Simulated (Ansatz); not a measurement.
# TaW5: the cost of one run

Computed with Ansatz 0.2.0 (DFT PBE, scalar-relativistic, plane waves, PAW, unless a step's input says otherwise).

## Step 1: The structure to begin with

Symmetry: P4/mmm, No. 123, tetragonal system. The conventional cell has a = 3.254 Å, b = 3.254 Å, c = 9.763 Å, α = 90.00°, β = 90.00°, γ = 90.00°. Ta (site symmetry 4/mmm) is surrounded by 8 W at 2.82 Å. W (site symmetry 4mm) is surrounded by 4 W at 2.82 Å and 4 Ta at 2.82 Å. W (site symmetry 4mm) is surrounded by 8 W at 2.82 Å. W (site symmetry 4/mmm) has 8 W at 2.82 Å in its first shell of neighbours.

Coordinates:

```
CELL_PARAMETERS angstrom
3.25437 0.00000 0.00000
0.00000 3.25437 0.00000
0.00000 0.00000 9.76311
ATOMIC_POSITIONS crystal
Ta 0.00000 0.00000 0.00000
W 0.50000 0.50000 0.16667
W 0.00000 0.00000 0.33333
W 0.50000 0.50000 0.50000
W 0.00000 0.00000 0.66667
W 0.50000 0.50000 0.83333
```

The start is an ordering of an alloy on its end members' structure types: elements ordered on the sites of the Na type, Ta/W on Na (P4/mmm, No. 123).

## Step 2: Probe: one point on a coarse mesh

input.yaml reads:

```yaml
crystal:
  lattice:
    - [3.25436838, 0.0, 0.0]
    - [0.0, 3.25436838, 0.0]
    - [0.0, 0.0, 9.76310515]
  atoms:
    - { symbol: Ta, position: [0.0, 0.0, 0.0] }
    - { symbol: W, position: [0.5, 0.5, 0.16666667] }
    - { symbol: W, position: [0.0, 0.0, 0.33333333] }
    - { symbol: W, position: [0.5, 0.5, 0.5] }
    - { symbol: W, position: [0.0, 0.0, 0.66666667] }
    - { symbol: W, position: [0.5, 0.5, 0.83333333] }
basis:
  ecutwfc: 420
kpoints:
  mp_grid: { grid: [6, 6, 2] }
hamiltonian:
  xc: pbe
scf:
  occupations: { method: gaussian, width: 0.1 }
  lower_state_search: "off"
output:
  forces: true
  stress: true
  eigenvalues: true
```

Launch:

```sh
$ ansatz run input.yaml --threads 1 --pin off --max-ram 2560MiB --backend cpu --events-out ev --progress --plain --runs-dir out
```

What time and memory should one allow on 1 thread of Intel Xeon at 2.50GHz (Skylake/Cascade Lake), shared host?

About 8.1 s, with a peak of 0.42 GiB.
